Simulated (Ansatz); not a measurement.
# PtSe: the cost of one run

Program: Ansatz 0.2.0. Level of theory: DFT r²SCAN+U (U = 4 eV, J = 0.5 eV on Pt d), plane waves, PAW, no spin–orbit coupling unless a run says so. These are calculated values, not measurements.

## (1) The system as given

Symmetry: Fm-3m, No. 225, cubic system. The conventional cell has a = 5.597 Å, b = 5.597 Å, c = 5.597 Å, α = 90.00°, β = 90.00°, γ = 90.00°. Pt (site symmetry m-3m) has 6 Se at 2.80 Å in its first shell of neighbours. Se (site symmetry m-3m) is surrounded by 6 Pt at 2.80 Å.

Coordinates:

```cif
data_structure
_symmetry_space_group_name_H-M 'Fm-3m'
_symmetry_Int_Tables_number 225
_cell_length_a 5.5968
_cell_length_b 5.5968
_cell_length_c 5.5968
_cell_angle_alpha 90.000
_cell_angle_beta 90.000
_cell_angle_gamma 90.000
_cell_volume 175.32
loop_
_atom_site_label
_atom_site_type_symbol
_atom_site_symmetry_multiplicity
_atom_site_Wyckoff_symbol
_atom_site_fract_x
_atom_site_fract_y
_atom_site_fract_z
_atom_site_occupancy
Pt1 Pt 4 b 0.50000 0.00000 0.00000 1
Se1 Se 4 a 0.00000 0.00000 0.00000 1
```

Magnetic order typed: ferromagnetic.

## (2) From atoms, symmetry kept, no search

The input, input.yaml:

```yaml
crystal:
  lattice:
    - [0.0, 2.79841113, 2.79841113]
    - [2.79841113, 0.0, 2.79841113]
    - [2.79841113, 2.79841113, 0.0]
  atoms:
    - { symbol: Pt, position: [0.5, 0.5, 0.5], spin: 2.0 }
    - { symbol: Se, position: [0.0, 0.0, 0.0] }
basis:
  ecutwfc: 500
  ecutrho_ratio: 4
kpoints:
  mp_grid: { grid: [6, 6, 6] }
hamiltonian:
  xc: r2scan
  hubbard: { sites: [{ site: 0, l: d, u: 4.0, j: 0.5 }] }
scf:
  occupations: { method: gaussian, width: 0.05 }
  lower_state_search: "off"
  max_iter: 150
output:
  forces: true
  stress: true
  eigenvalues: true
  populations: true
  hubbard: { sites: [{ site: 0, l: d }] }
magnetization:
  spin_polarized: true
```

Started as:

```
ansatz run input.yaml --threads 2 --pin off --max-ram 3072MiB --backend cpu --events-out ev --progress --plain --runs-dir out
```

Q: Estimate wall time and peak memory on 2 threads of AMD EPYC 9R45 (Zen 5), shared host.

About 2.8 s, with a peak of 0.53 GiB.
